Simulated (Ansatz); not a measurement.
**H2InOS− (SMILES [O-][InH][SH]): one structure at several levels**

One table from this session's results is given with a row withheld; the runs are named, their logs left out.

Computed with Ansatz 0.2.0, Gaussian basis. Level: single points in def2-TZVPPD.

Cores are frozen in the correlated methods. Filled d shells of the heavier atoms are correlated. Core potentials replace the inner electrons past krypton, and spin-orbit coupling is left out.

### Where the work starts

SMILES `[O-][InH][SH]`, 5 atoms, charge -1, spin multiplicity 1.

Atoms are counted from 1 here; the program's logs count them from 0.

Bond lengths: O1–In2 1.933 Å, In2–S3 2.500 Å, In2–H4 1.785 Å, S3–H5 1.269 Å. Angles: O1–In2–S3 115.5°, O1–In2–H4 136.6°, S3–In2–H4 107.6°, In2–S3–H5 88.4°.

Geometry (Å):

```xyz
5
charge -1, multiplicity 1
O    -1.43320   -1.12710    1.11330
In   -0.66100   -0.19980   -0.39670
S     1.62690    0.73930   -0.02790
H    -1.20850    0.33170   -2.00990
H     1.68150    0.08570    1.05900
```

The first run:

run/in.yaml

```yaml
crystal:
  periodic: [false, false, false]
  atoms:
    - {symbol: O, position_ang: [-1.433200, -1.127100, 1.113300]}
    - {symbol: In, position_ang: [-0.661000, -0.199800, -0.396700]}
    - {symbol: S, position_ang: [1.626900, 0.739300, -0.027900]}
    - {symbol: H, position_ang: [-1.208500, 0.331700, -2.009900]}
    - {symbol: H, position_ang: [1.681500, 0.085700, 1.059000]}
basis:
  gaussian: {orbitals: "def2-TZVPPD.json"}
total_charge: -1
correlation: {method: ccsd_t}
output: {forces: true}
```

The basis file named in the input lies beside it (Basis Set Exchange, JSON).

The command line of these runs was not kept.

Among the steps run: CCSD(T)/def2-TZVPPD; PBE0-D4/def2-TZVPPD; wB97M-V/def2-TZVPPD; r2SCAN-D4/def2-TZVPPD; PBE-D4/def2-TZVPPD; r2SCANh-D4/def2-TZVPPD; wB97X-V/def2-TZVPPD.

One table of the session follows, with a row left open; its other results are not shown here.

| method | RMS force component (eV/Å) | angle to CCSD(T) forces (°) |
| --- | --- | --- |
| CCSD(T) | 0.874 | reference |
| PBE0-D4 | 0.942 | 9.5 |
| wB97M-V | 0.911 | 10.0 |
| r2SCAN-D4 | 0.921 | 6.3 |
| PBE-D4 | 0.976 | 7.3 |
| r2SCANh-D4 | 0.919 | 9.5 |
| wB97X-V | ? | ? |

Estimate the missing values for wB97X-V.

The run gave: RMS force component (eV/Å): 0.940; angle to CCSD(T) forces (°): 12.0. In the column «RMS force component (eV/Å)» it lies between r2SCAN-D4 (0.921) and PBE0-D4 (0.942).
